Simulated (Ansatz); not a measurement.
# CH3Cl3Ge: one species, many methods

How much do the methods differ for CH3Cl3Ge? The plan is to run it at one geometry with functionals of several rungs and with coupled cluster. The yardstick is the atomisation energy at the CCSD(T) limit.

Method: functionals in def2-TZVPP, the program's frozen cores in correlated methods; program: Ansatz 0.2.0, Gaussian basis.

Levels to be run: LDA (SPW92), PBE-D4, revPBE-D4, BLYP-D4, r2SCAN-D4, B97M-V, PBE0-D4, B3LYP-D4, r2SCANh-D4, r2SCAN0-D4, HSE06-D4, BHLYP-D4, CAM-B3LYP-D4, LC-ωPBE, ωB97X-V, ωB97M-V, B2PLYP, PBE-QIDH; CCSD(T)/def2-SVP; CCSD(T)/def2-TZVPP; MP2/def2-QZVPP; extrapolation to the limit; RPA on PBE.

## 1. The relaxed structure

The geometry comes from an earlier relaxation with PBE0-D4 in a triple-zeta def2 set; it is a stationary point, not always the lowest conformer.

SMILES `[CH3][Ge]([Cl])([Cl])[Cl]`, 8 atoms, charge 0, spin multiplicity 1.

Atoms are counted from 1 here; the program's logs count them from 0.

Bond lengths: C1–Ge2 1.926 Å, C1–H6 1.090 Å, C1–H7 1.090 Å, C1–H8 1.090 Å, Ge2–Cl3 2.135 Å, Ge2–Cl4 2.135 Å, Ge2–Cl5 2.135 Å. Angles: Ge2–C1–H6 109.0°, Ge2–C1–H7 108.9°, Ge2–C1–H8 109.0°, H6–C1–H7 110.0°, H6–C1–H8 110.0°, H7–C1–H8 110.0°, C1–Ge2–Cl3 111.4°, C1–Ge2–Cl4 111.3°, C1–Ge2–Cl5 111.3°, Cl3–Ge2–Cl4 107.5°, Cl3–Ge2–Cl5 107.5°, Cl4–Ge2–Cl5 107.5°.

## 2. LDA

This LDA is Slater exchange with PW92 correlation.

The input, in.yaml:

```yaml
crystal:
  periodic: [false, false, false]
  atoms:
    - {symbol: C, position_ang: [-0.721670, -0.204536, 0.818488]}
    - {symbol: Ge, position_ang: [0.537254, 0.134136, -0.598816]}
    - {symbol: Cl, position_ang: [2.175548, -1.233704, -0.527280]}
    - {symbol: Cl, position_ang: [-0.380802, -0.061273, -2.516948]}
    - {symbol: Cl, position_ang: [1.341063, 2.108260, -0.468186]}
    - {symbol: H, position_ang: [-1.109015, -1.217626, 0.713603]}
    - {symbol: H, position_ang: [-1.536809, 0.515098, 0.746901]}
    - {symbol: H, position_ang: [-0.213469, -0.097354, 1.776437]}
basis:
  gaussian: {orbitals: def2-TZVPP}
hamiltonian: {xc: lda}
output: {orbitals: {seedname: orbitals}}
```

The runs that follow: PBE-D4 (GGA); revPBE-D4 (GGA); BLYP-D4 (GGA); r2SCAN-D4 (meta-GGA); B97M-V (meta-GGA); PBE0-D4 (hybrid); B3LYP-D4 (hybrid); r2SCANh-D4 (hybrid); r2SCAN0-D4 (hybrid); HSE06-D4 (hybrid); BHLYP-D4 (hybrid); CAM-B3LYP-D4 (range-separated); LC-ωPBE-D4 (range-separated); ωB97X-V (range-separated); ωB97M-V (range-separated); B2PLYP (double hybrid); PBE-QIDH (double hybrid); CCSD(T) in def2-SVP; CCSD(T) in def2-TZVPP; MP2 in def2-QZVPP; RPA on PBE orbitals.

Q: Predict the results of all the runs planned. Wanted: atomisation energy, CCSD(T)/CBS; farthest beyond LDA; mean size of error, GGA; mean size of error, meta-GGA; mean size of error, hybrid; mean size of error, range-separated; mean size of error, double hybrid; gap, smallest and largest; T1 diagnostic.

**Answer**, as computed:

| quantity | value |
| --- | --- |
| atomisation energy, CCSD(T)/CBS | 27.551 eV |
| functionals within 0.276 eV (1.0 %) | r2SCAN-D4, PBE0-D4, r2SCANh-D4, r2SCAN0-D4, HSE06-D4, ωB97X-V, ωB97M-V, PBE-QIDH |
| farthest beyond LDA | BHLYP-D4 (-0.948 eV) |
| mean size of error, GGA | 0.441 eV |
| mean size of error, meta-GGA | 0.290 eV |
| mean size of error, hybrid | 0.294 eV |
| mean size of error, range-separated | 0.212 eV |
| mean size of error, double hybrid | 0.318 eV |
| gap, smallest and largest | 5.46 eV (LDA (SPW92)), 13.17 eV (LC-ωPBE) |
| T1 diagnostic | 0.0091 |
| triples share of the correlation energy | 4.1 % |

In words: The LDA atomisation energy is off by 3.851 eV (14 %): it overbinds. PBE-D4 misses by +0.371 eV. Double hybrids carry the basis error of their MP2 part in triple zeta, and no dispersion term here, so their miss is partly the set-up's. By mean error the best rung here is range-separated (0.212 eV) and the worst beyond LDA is GGA (0.441 eV). The gap between the best rungs is small, so their order is not settled. The reference freezes the cores and leaves out relativity and excitations past (T), and its outer-core shells are covered unevenly, so misses under about 0.276 eV can't be ranked. Hartree-Fock recovers 74 % of the binding; the rest is correlation. CCSD(T) in def2-SVP is off by -1.954 eV, so the small basis spoils what the method gains. The gap grows from 5.5 to 13.2 eV across the functionals, mostly with the share of exact exchange. Correlated methods include outer-core shells of Ge, which these sets cover unevenly.
